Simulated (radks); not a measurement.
# Excited configurations of Ir

An exercise on one series of results from a longer session: the logs are not shown, and one member is left open.

Method: scalar-relativistic Kohn-Sham, PBE, spin-polarised, spherical densities, finite nucleus; open shells are filled with parallel spins first. Code: radks (a radial shooting solver on a logarithmic mesh, Libxc functionals) version 1.

## Starting point

- element: iridium (Z = 77)
- charge: 0
- electrons: 77
- configuration: [Xe] 4f14 5d7 6s2
- nuclear rms radius: 5.4032 fm

Outer shells as boxes (Hund's rule):

Ir
```
[Xe] core
4f [↑↓][↑↓][↑↓][↑↓][↑↓][↑↓][↑↓]
5d [↑↓][↑↓][↑ ][↑ ][↑ ]
6s [↑↓]
```

Set-up of the first run:

Input:

```text
Z 77
configuration [Xe] 4f14 5d7 6s2
relativity scalar-relativistic
functional pbe,pbe
spin polarised
nucleus finite rms 5.4032 fm
c 137.035999084
```

Among the steps run: Ground configuration: [Xe] 4f14 5d7 6s2.

One table of the session follows, with a row left open; its other results are not shown here.

It belongs to the step «Ground configuration: [Xe] 4f14 5d7 6s2». From the orbitals of this run (lengths in bohr):

| level | <r> | outermost maximum (interpolated) | 90 % within | nodes |
| --- | --- | --- | --- | --- |
| 4f up | 0.5360 | 0.395 | 0.871 | 0 |
| 4f down | 0.5344 | 0.395 | 0.867 | 0 |
| 5p up | 1.136 | 1.00 | 1.65 | 3 |
| 5p down | 1.132 | 1.00 | 1.65 | 3 |
| 5d up | ? | ? | ? | ? |
| 6s up | 2.849 | 2.37 | 4.25 | 5 |
| 5d down | 1.751 | 1.30 | 2.80 | 2 |
| 6s down | 2.976 | 2.44 | 4.48 | 5 |

Estimate the missing values for 5d up.

The run gave: <r>: 1.701; outermost maximum (interpolated): 1.30; 90 % within: 2.68; nodes: 2. In the column «<r>» it lies between 5p up (1.136) and 5d down (1.751).

Limits of these values: Open shells are spherical and high-spin; term and fine-structure splittings are not resolved.
